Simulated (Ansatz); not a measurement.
LuSb:

```xyz
2
Lattice="0.0000 3.0393 3.0393 3.0393 0.0000 3.0393 3.0393 3.0393 0.0000" Properties=species:S:1:pos:R:3 pbc="T T T"
Lu    0.0000    0.0000    0.0000
Sb    3.0393    3.0393    3.0393
```

The cell is a database's computed one.

| Property | Result |
| --- | --- |
| Program | Ansatz 0.2.0 |
| Task | relaxation of cell and atoms |
| Functional | RPBE |
| Potentials or basis | Ansatz PAW |
| Cutoff | 420 eV (not typed: the program's choice for these potentials) |
| k mesh | 8 × 8 × 8 |
| Occupations | fermi-dirac, width 0.05 eV |
| Spin | no spin polarisation |

At the start: volume 28.08 Å³/atom.

Task: How do energy, volume and symmetry change on relaxing?

Result: It ends after 5 steps and the volume is 29.19 Å³/atom (+4.0 %); space group Fm-3m (No. 225, to 0.05 Å).

Step by step:
| step | energy change (eV) | largest force (eV/Å) | volume (Å³) |
| --- | --- | --- | --- |
| 1 | 0.0000 | 0.0000 | 56.15 |
| 2 | -0.0069 | 0.0000 | 60.09 |
| 3 | -0.0158 | 0.0000 | 58.49 |
| 4 | -0.0159 | 0.0000 | 58.38 |
| 5 | -0.0165 | 0.0000 | 58.38 |

Final structure:
```
CELL_PARAMETERS angstrom
0.00000 3.07900 3.07900
3.07900 0.00000 3.07900
3.07900 3.07900 0.00000
ATOMIC_POSITIONS crystal
Lu 0.00000 0.00000 0.00000
Sb 0.50000 0.50000 0.50000
```

Caveat: the plane-wave basis is chosen anew once the cell has moved, so the energies of steps on either side of that aren't comparable; the PAW data sets come from PBE, with cores solved anew for the run's functional, which leaves a small shift of forces and pressure.
